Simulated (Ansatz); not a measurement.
**Ti (P6/mmm): comparison of norm-conserving and PAW potentials in Python**

Aim: a comparison of norm-conserving and PAW potentials, for Ti (P6/mmm), run from a script.

Computed with the Python package of Ansatz 0.2.0. The levels of theory stand in the script.

## 1. The structure

Symmetry: P6/mmm, No. 191, hexagonal system. Conventional cell: a = 4.600 Å, b = 4.600 Å, c = 2.820 Å, α = 90.00°, β = 90.00°, γ = 120.00°. Ti (site symmetry 6/mmm) is surrounded by 14 Ti at 2.82 to 3.01 Å. Ti (site symmetry -6m2) has 11 Ti at 2.66 to 3.01 Å as nearest neighbours.

Input file ti.xyz:

```xyz
3
Lattice="4.6 0.0 0.0 -2.3 3.98371686 0.0 0.0 0.0 2.82" Properties=species:S:1:pos:R:3 pbc="T T T"
Ti    0.00000000    0.00000000    0.00000000
Ti   -0.00000000    2.65581124    1.41000000
Ti    2.30000000    1.32790562    1.41000000
```

## 2. The code

nc_paw.py reads:

```python
# -*- coding: utf-8 -*-
"""Two kinds of potentials on Ti."""

import ansatz as az
import numpy as np
import pandas as pd


def count_gap(report):
    # lowest empty less highest filled band, counting bands; zero where they overlap
    return max(report.get("gap_by_band_count_ev") or 0.0, 0.0)

cell = az.Crystal.from_extxyz("ti.xyz")

base = (
    cell.calculation()
    .mixing("broyden", beta=0.3)
    .kpoints(spacing=0.29)
    .occupations(az.OccupationsMethod.FERMI_DIRAC)
    .functional("PBEsol")
    .stress()
    .forces()
    .band_table()
)
variants = {
    "PAW": base.pseudopotentials("paw"),
    "norm-conserving": base.pseudopotentials("nc"),
}
# totals differ by the cores that each treatment holds, so compare what does not depend on them
rows = []
for label, variant in variants.items():
    r = variant.run(threads=1, backend="cpu").report
    levels = np.array(r["eigenvalues_ev"][0]) - r["fermi_energy_ev"]
    print(label, "levels at the first k-point near E_F:", np.round(levels[np.abs(levels) < 5], 3))
    rows.append((label, r["n_electrons"], np.trace(r["stress_gpa"]) / 3, float(np.abs(r["forces_ev_ang"]).max()), count_gap(r)))
print(pd.DataFrame(rows, columns=["treatment", "electrons in bands", "P GPa", "max force component eV/A", "gap by band count eV"]).round(4).to_string(index=False))
```

## 3. What the engine is handed

The package turns the script's settings into the engine's input (first run):

```yaml
crystal:
  lattice:
    - [4.6, 0.0, 0.0]
    - [-2.3, 3.98371686, 0.0]
    - [0.0, 0.0, 2.82]
  atoms:
    - { symbol: Ti, position: [0.0, 0.0, 0.0] }
    - { symbol: Ti, position: [0.3333333333333333, 0.6666666666666666, 0.5] }
    - { symbol: Ti, position: [0.6666666666666666, 0.3333333333333333, 0.5] }
kpoints:
  mp_grid:
    kspacing: 0.29
hamiltonian:
  xc: pbesol
  pseudopotentials:
    kind: paw
scf:
  mixing:
    algorithm: broyden
    beta: 0.3
  occupations:
    method: fermi_dirac
output:
  forces: true
  stress: true
  eigenvalues: true
```

## 4. Launch

Command:

```
$ python nc_paw.py
```

Standard output:

```text
DeckWarning: basis.ecutwfc = 420 eV, auto-derived from the records' recommended cutoffs: set by Ti (normal level)
PAW levels at the first k-point near E_F: [-1.899 -0.688 -0.688 -0.597 -0.597 -0.06   0.653  1.31   1.31 ]
DeckWarning: basis.ecutwfc = 1142.878222 eV, auto-derived from the records' recommended cutoffs: set by Ti (normal level)
norm-conserving levels at the first k-point near E_F: [-1.901 -0.691 -0.691 -0.598 -0.598 -0.061  0.656  1.313  1.313]
      treatment  electrons in bands   P GPa  max force component eV/A  gap by band count eV
            PAW                36.0 -4.7412                       0.0                   0.0
norm-conserving                36.0 -4.6863                       0.0                   0.0
```

(Warnings from the package without file and line.)

It took 13 s on 1 thread of Arm Neoverse V1, shared host; peak memory 0.55 GiB.

## 5. What changed from run to run

The engine's inputs for the other runs:

Run 2, against run 1:

```diff
@@ -16 +16 @@
-    kind: paw
+    kind: nc
```

## 6. What each run gave

The 2 runs, in the order started:

```
run  potentials  energy (eV/atom)  pressure (GPa)  SCF cycles  CPU time (s)
  1         paw        -2473.9129           -4.74           9           2.9
  2          nc        -1613.6738           -4.69          11           8.9
```

Energies are free energies F = E - TS of the smeared occupations. Totals hang on method, basis and potentials, so only like runs compare.

## 7. Results

| quantity | value |
| --- | --- |
| runs compared | 2 |
| difference in pressure | 0.05 GPa |

What this shows: PAW gives -4.741 GPa and norm-conserving -4.686 GPa, 0.05 GPa apart. They took 2.9 and 8.9 s of processor time. The computed bands are complete only to about 0.8 eV above the Fermi level. For a metal this k-point mesh is coarse: on a finer one energies can move by several to tens of meV an atom and pressures by half a GPa or more, differences at one mesh by less. This isn't the structure that Ti takes at ambient conditions. Stress is positive in compression.
